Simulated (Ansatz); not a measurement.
# CuOH (SMILES [Cu]O): PBE/cc-pVTZ

What is the vertical ionisation energy of CuOH at PBE/cc-pVTZ? 

The calculation is run with Ansatz 0.2.0.

29 further runs of the same task are left out: 29 set aside as unsound or not needed.

### Step 1. The structure to begin with

CuOH has 3 atoms, charge 0, and is taken as a singlet. As SMILES, `[Cu]O`. The shape is that of a PBE0-D4/def2-TZVP optimisation.

Bond lengths: Cu1–O2 1.785 Å, O2–H3 0.962 Å. Angles: Cu1–O2–H3 109.0°.

### Step 2. The energy at PBE/cc-pVTZ

File input.yaml:

```yaml
crystal:
  periodic: [false, false, false]
  atoms:
    - {symbol: Cu, position_ang: [-1.152790, 0.285260, -0.596950]}
    - {symbol: O, position_ang: [0.412870, 0.307820, 0.260030]}
    - {symbol: H, position_ang: [0.739920, -0.593080, 0.336920]}
basis:
  gaussian: {orbitals: cc-pVTZ}
hamiltonian: {xc: {name: PBE}}
accuracy: high
output: {orbitals: {seedname: orbitals}}
```

Launch:

```sh
$ ansatz run input.yaml --threads 1 --pin off --max-ram 3480MiB --events-out events.jsonl --progress --plain --runs-dir runs
```

The log of the run:

```text
Warning: RAYON_NUM_THREADS=1 ignored (pool sized by the plan → 1); use --threads N
Functional definition: PBE
  name "PBE"
  parameter kappa = 0.804
  parameter beta = 0.06672455060314922
  exchange = pbe_x(kappa = kappa, mu = beta*pi^2/3)
  correlation = pbe_c(beta = beta)
1728 factors; integrals over basis functions are off by at most 4.4e-9 eV
mean field evaluation 1: about -46686.4814 eV, gradient 8.8e1 eV
mean field evaluation 2: about -46436.7644 eV, gradient 4.0e2 eV
mean field evaluation 4: about -46692.1057 eV, gradient 6.6e1 eV
mean field evaluation 8: about -46697.1814 eV, gradient 1.6e-1 eV
mean field evaluation 16: about -46697.1818 eV, gradient 5.3e-6 eV
mean field -46697.18175231 eV, -1716.0897769108 hartree, gradient 8.0e-8 eV, S^2 0.000000; 0 other end points of the search recorded, 0 dependent functions left out
reference -46697.18175572 eV, -1716.0897770362 hartree; 19, 19 occupied and 93, 93 virtual orbitals, 1728 factors
Total energy: -46697.18175572 eV, -1716.0897770362 hartree
```

Run time: 8.7 s. Hardware: 1 thread of Arm Neoverse V1, shared host; peak memory 0.25 GiB.

### Step 3. The doublet cation, same level

File run.yaml:

```yaml
crystal:
  periodic: [false, false, false]
  atoms:
    - {symbol: Cu, position_ang: [-1.152790, 0.285260, -0.596950]}
    - {symbol: O, position_ang: [0.412870, 0.307820, 0.260030]}
    - {symbol: H, position_ang: [0.739920, -0.593080, 0.336920]}
basis:
  gaussian:
    orbitals: cc-pVTZ
magnetization:
  spin_polarized: true
  initial_magnetization: 1
hamiltonian:
  xc: pbe
output: {orbitals: {seedname: orbitals}}
total_charge: 1
accuracy: high
```

Launch:

```sh
$ ansatz run run.yaml --threads 1 --pin off --max-ram 3480MiB --events-out events.jsonl --progress --plain --runs-dir runs
```

The log of the run, cut to the lines that bear on the results:

```text
Warning: RAYON_NUM_THREADS=1 ignored (pool sized by the plan → 1); use --threads N
[... 2 set-up lines as earlier in the session ...]
[...]
1727 factors; integrals over basis functions are off by at most 4.4e-9 eV
[...]
mean field -46688.03797949 eV, -1715.7537494573 hartree, gradient 1.5e-8 eV, S^2 0.753411; 7 other end points of the search recorded, 0 dependent functions left out
reference -46688.03798375 eV, -1715.7537496141 hartree; 19, 18 occupied and 93, 94 virtual orbitals, 1727 factors
Total energy: -46688.03798375 eV, -1715.7537496141 hartree
```

It took 31 s on 1 thread of Arm Neoverse V1, shared host; peak memory 0.33 GiB.

### Step 4. Summary of results

At PBE/cc-pVTZ:

```
                                          quantity           value
                        singlet CuOH: total energy  -1716.08978 Eh
                         singlet CuOH: HOMO energy        -5.13 eV
                         singlet CuOH: LUMO energy        -3.50 eV
                       singlet CuOH: HOMO–LUMO gap         1.63 eV
                      doublet cation: total energy  -1715.75375 Eh
doublet cation: HOMO energy (highest over α and β)       -13.86 eV
 doublet cation: LUMO energy (lowest over α and β)       -13.37 eV
                              doublet cation: ⟨S²⟩           0.753
vertical ionisation energy (to the doublet cation)        9.144 eV
```

The vertical ionisation energy comes to 9.14 eV (211 kcal/mol). The negative HOMO energy of the first species, 5.13 eV, lies 4.02 eV below that difference.
